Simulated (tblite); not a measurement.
# C3H10AlNS: the cost of one run

The runs use tblite 0.8.0 and PySCF 2.14.0, with density-fitted response routines of our own; the level of theory stands in each step. All values are computed, except where a source is named. Atoms count from 0, in the outputs and in this text.

**1. The starting structure**

16 atoms, charge 0, multiplicity 1; geometry from: force field or distance geometry start.

Bonds of the start (Å): C0–S1 1.82, S1–Al2 2.28, Al2–N3 1.91, N3–C4 1.44, N3–C5 1.45, C0–H6 1.10, C0–H7 1.11, C0–H8 1.12, Al2–H9 1.59, C4–H10 1.12, C4–H11 1.13, C4–H12 1.10, C5–H13 1.10, C5–H14 1.11, C5–H15 1.11.

**2. Geometry optimisation with GFN2-xTB**

Job settings and geometry (Å):

```
{"job": {"kind": "relax", "xc": "GFN2-xTB", "basis": "xTB"}, "charge": 0, "multiplicity": 1}
C      3.377600     0.481700     0.493700
S      2.062400     0.021300    -0.677600
Al     0.376200    -1.068500     0.396300
N     -1.257800    -0.138400     0.724700
C     -2.435600    -0.878500     0.334600
C     -1.309700     1.115600    -0.005400
H      4.358500     0.303700     0.030900
H      3.228000    -0.089700     1.436900
H      3.276700     1.554400     0.797100
H      0.640100    -2.586800     0.769300
H     -3.308000    -0.350200     0.790000
H     -2.585500    -0.783800    -0.776600
H     -2.460700    -1.919400     0.682800
H     -2.236800     1.210600    -0.595400
H     -0.413400     1.226600    -0.647800
H     -1.319800     1.910300     0.770000
```

On the command line:

```
OMP_NUM_THREADS=1 python probes_run.py task.json out
```

One launch serves the whole session: the jobs run in the order shown.

Q: Estimate the wall time of this first job on 1 thread of Arm Neoverse N1, shared host.

About 1.8 s.
